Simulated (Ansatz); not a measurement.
# TaH: the cost of one run

Program: Ansatz 0.2.0. Level of theory: DFT PBE, scalar-relativistic, plane waves, PAW, unless a step names another level. These are calculated values, not measurements.

11 further runs of the same task are left out: 11 set aside as unsound or not needed. Runs told in other sessions of the task aren't counted.

### 1 What the formula suggests

Pauling electronegativities: Ta 1.50, H 2.20 (spread 0.70). No set of common oxidation states balances it. Tabulated atomic sizes suggest about 12 Å³/atom. 25 candidates were drawn, by swapping species into database cells of other compounds, at random by space group and Wyckoff sites, or by hand, as the table says:

```tsv
name	made from	space group no.	Wyckoff sites	atoms (primitive cell)	V (Å³/atom)
c01	database cell of TaPd	129	Ta 2c; H 2c	4	12.7
c02	database cell of AgPd	166	Ta 3a; H 3b	2	11.1
c03	database cell of NaI	225	Ta 4a; H 4b	2	12.6
c04	built by hand: beta-NbH (ordered bcc hydride)	66	Ta 4f; H 4a	4	10.6
c05	random	65	Ta 2b; H 2d	2	13.9
c06	random	141	Ta 8e; H 8c	8	12.3
c07	random	216	Ta 4c; H 4b	2	11.8
c08	built by hand: anti-NiAs	194	Ta 2c; H 2a	4	10.7
c09	database cell of GaSe	187	Ta 2g, 2i; H 2h, 2i	8	12.6
c10	built by hand: bcc Ta with alternative tetrahedral H order	119	Ta 2a; H 2d	2	10.5
c11	built by hand: rocksalt	225	Ta 4a; H 4b	2	10.8
c12	random	47	Ta 1d; H 1a	2	14.4
c13	random	123	Ta 1d; H 1b	2	15.1
c14	random	191	Ta 4h; H 4h	8	13.4
c15	built by hand: zincblende	216	Ta 4a; H 4d	2	11.8
c16	random	166	Ta 3b; H 3a	2	13.8
c17	random	191	Ta 1a; H 1b	2	12.8
c18	database cell of CeNi	63	Ta 4c; H 4c	4	12.3
c19	database cell of TiPt	221	Ta 1b; H 1a	2	13.1
c20	database cell of HoNi	62	Ta 4c; H 4c	8	13.6
c21	database cell of YbTl	221	Ta 1a; H 1b	2	12.6
c22	random	183	Ta 1a; H 1a	2	13.7
c23	random	71	Ta 2c; H 2a	2	14.1
c24	random	187	Ta 1b; H 1e	2	14.5
c25	random	12	Ta 2a; H 2c	2	14.0
```

### 2 Screening run of c04

Contents of input.yaml:

```yaml
crystal:
  lattice:
    - [1.74, -2.45, 0.0]
    - [1.74, 2.45, 0.0]
    - [0.0, 0.0, 4.95]
  atoms:
    - { symbol: Ta, position: [0.0, 0.5, 0.0] }
    - { symbol: Ta, position: [0.5, 0.0, 0.5] }
    - { symbol: H, position: [0.0, 0.0, 0.25] }
    - { symbol: H, position: [0.0, 0.0, 0.75] }
basis:
  ecutwfc: 420
kpoints:
  mp_grid: { grid: [7, 7, 4] }
hamiltonian:
  xc: pbe
scf:
  occupations: { method: gaussian, width: 0.2 }
  lower_state_search: "off"
output:
  forces: true
  stress: true
  eigenvalues: true
relax:
  adjacent_minimum: "off"
  f_tol: 0.08
  max_steps: 16
  cell: { stress_tol: 0.8 }
```

The run is started by

```sh
> ansatz run input.yaml --threads 1 --pin off --max-ram 2560MiB --backend cpu --events-out ev --progress --plain --runs-dir out
```

What time and memory should one allow on 1 thread of AMD EPYC 7R43 (Zen 3), shared host?

About 9 s, with a peak of 0.39 GiB.
